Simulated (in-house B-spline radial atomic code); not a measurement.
# Gd³⁸⁺: ionisation energy by several methods

How far do functionals differ on the ionisation energy of Gd³⁸⁺? Each run solves Gd³⁸⁺ and then the next ion ([Ar] 3d7).

Program: in-house B-spline radial atomic code version 1. Level of theory: scalar-relativistic (X2C), several functionals, spin-polarised; spherical all-electron atom at the radial basis limit. These are calculated values, not measurements, unless marked.

## 1. The atom as given

```
element       : gadolinium (Z = 64)
charge        : +38
electrons     : 26
configuration : [Ar] 3d8
nucleus       : Fermi, rms radius 5.157 fm
```

Outer shells as boxes (Hund's rule):

[Ar] 3d8
```
[Ar] core
3d [↑↓][↑↓][↑↓][↑ ][↑ ]
```

Where spins are not typed, each open shell is filled with up spins first.

## 2. AM05

The run's settings:

```ini
Z = 64
electrons = 26.0
configuration = [Ar] 3d8
hamiltonian = x2c
method = am05
spin_polarised = True
nucleus = fermi
rms_radius = 5.1569
mass_number = 158
atomic_mass = 157.9241112
speed_of_light = 137.035999084
```

## 3. exchange-only LDA

Changes to the settings of step 2:

```diff
@@ -4,3 +4,3 @@
 hamiltonian = x2c
-method = am05
+method = lda,
 spin_polarised = True
```

## 4. BLYP

Changes to the settings of step 3:

```diff
@@ -4,3 +4,3 @@
 hamiltonian = x2c
-method = lda,
+method = b88,lyp
 spin_polarised = True
```

## 5. TPSS

Changes to the settings of step 4:

```diff
@@ -4,3 +4,3 @@
 hamiltonian = x2c
-method = b88,lyp
+method = tpss,tpss
 spin_polarised = True
```

## 6. SCAN

Changes to the settings of step 5:

```diff
@@ -4,3 +4,3 @@
 hamiltonian = x2c
-method = tpss,tpss
+method = scan,scan
 spin_polarised = True
```

## 7. OLYP

Changes to the settings of step 6:

```diff
@@ -4,3 +4,3 @@
 hamiltonian = x2c
-method = scan,scan
+method = optx,lyp
 spin_polarised = True
```

Q: The tabulated ionisation energy is 2827 ± 4 eV (tabulated theoretical; NIST Atomic Spectra Database). What does each method give, and which comes nearest?

The runs gave:

| method | rung | total energy (hartree) | ΔSCF (eV) | −ε highest (eV) | ΔSCF less tabulated (eV) |
| --- | --- | --- | --- | --- | --- |
| exchange-only LDA | LDA | -10295.3992 | 2836.66 | 2784.39 (3d down) | +9.66 |
| AM05 | GGA | -10299.5843 | 2839.91 | 2787.63 (3d down) | +12.91 |
| BLYP | GGA | -10308.1008 | 2840.09 | 2787.81 (3d down) | +13.09 |
| OLYP | GGA | -10309.8217 | 2844.38 | 2792.31 (3d down) | +17.38 |
| TPSS | meta-GGA | -10307.3881 | 2839.43 | 2787.32 (3d down) | +12.43 |
| SCAN | meta-GGA | -10308.0413 | 2841.69 | 2790.32 (3d down) | +14.69 |

**Reading.** Against the tabulated ionisation energy, 2827 ± 4 eV (tabulated theoretical; NIST Atomic Spectra Database), the best here is exchange-only LDA (+9.66 eV) and the worst OLYP (+17.38 eV, or 0.61 %). Relativistic terms that these runs lack can be as large as the gaps between close methods, so the nearest may be so by luck. Spin-orbit coupling is left out. Open shells are averaged (over orientations, and over spins where the run is restricted), while tables refer to the lowest levels.

Members of this set that are not shown: 1 used exact exchange with fractional occupations of an open shell, which is unsound here.
